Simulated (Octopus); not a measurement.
Sheet: Si, a sheet with vacuum.

```
CELL_PARAMETERS angstrom
2.44567 0.00000 0.00000
0.00000 3.37048 0.00000
0.00000 0.00000 27.40863
ATOMIC_POSITIONS crystal
Si 0.00000 0.00000 0.32064
Si 0.50000 0.50000 0.26312
```

The cell was built by a generator and needn't be a form met in nature.

* Program: Octopus 16.4
* Task: single point
* Functional: PBE
* Potentials or basis: pseudodojo_pbe (PseudoDojo 0.5, PBE)
* Grid spacing: 0.175 × 0.177 × 0.183 Å
* k mesh: 11 × 8 × 1
* Occupations: fermi-dirac, width 0.05 eV
* Spin: no spin polarisation

On this cell: largest force 0.271 eV/Å; band gap on the k mesh none (metal or under the smearing width).

The same run follows on a disturbed copy (atoms moved at random, drawn with an rms of 0.05 Å):

```
Si
1.0
     2.44567    0.00000    0.00000
     0.00000    3.37048    0.00000
     0.00000    0.00000   27.40863
Si
2
Direct
  0.99033 0.01198 0.32117
  0.50621 0.49780 0.26270
```

What changes?

The energy (extrapolated to zero smearing) moves by -1.5 meV/atom; largest force 0.251 eV/Å; band gap on the k mesh none (metal or under the smearing width).

Forces in eV/Å, atoms in the order of the input:
```
Si  -0.041 -0.161  0.188
Si   0.041  0.161 -0.188
```

Caveats: there is no dipole correction across the vacuum.
